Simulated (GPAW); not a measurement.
The system is NiAu3.

```
Au Ni
1.0
     4.02817    0.00000    0.00000
     0.00000    4.02817    0.00000
     0.00000    0.00000    4.02817
Au Ni
3 1
Direct
  0.50000 0.50000 0.00000
  0.00000 0.50000 0.50000
  0.50000 0.00000 0.50000
  0.00000 0.00000 0.00000
```

The cell comes from a database or a generator and needn't be the stable form of this composition.

```yaml
Program: GPAW 26.7.0
Task: relaxation of cell and atoms
Functional: PBEsol
Dispersion: D3
Potentials_or_basis: PAW data sets generated in the run's folder for this functional
Cutoff: 600 eV
Basis: pw
k_mesh: 5 × 5 × 5
Occupations: fermi-dirac, width 0.05 eV
Spin: collinear spin, ferromagnetic start
Starting_moments: "[0.0, 0.0, 0.0, 1.0] μB"
```

At the start: pressure -10.6 GPa; volume 16.34 Å³/atom.

Q: How do energy, volume and symmetry change on relaxing?

A: Over 4 steps the energy falls by 36.3 meV/atom and the volume is 15.30 Å³/atom (-6.3 %); space group Pm-3m (No. 221, to 0.05 Å); moment 0.00 μB per cell.

Step by step:
```csv
step,energy change (eV),largest force (eV/Å),pressure (GPa),volume (Å³)
1,0.0000,0.0000,-10.57,65.36
2,-0.0459,0.0000,-8.94,64.61
3,-0.1445,0.0000,0.86,60.91
4,-0.1453,0.0000,-0.04,61.21
```

Final structure:
```
Au Ni
1.0
     3.94105    0.00000    0.00000
     0.00000    3.94105    0.00000
     0.00000    0.00000    3.94105
Au Ni
3 1
Direct
  0.50000 0.50000 0.00000
  0.00000 0.50000 0.50000
  0.50000 0.00000 0.50000
  0.00000 0.00000 0.00000
```

Caveat: with this Au data set, volumes or pressures lay over 1.5 % or 2 GPa off other programs in two to four cells of ten; each step starts from the last one's moments, so a moment once lost doesn't come back; the stock nickel data set gives pressures a few GPa off other programs; later steps reuse the first step's grids; pairwise dispersion overbinds metals, which lowers pressure and volume.
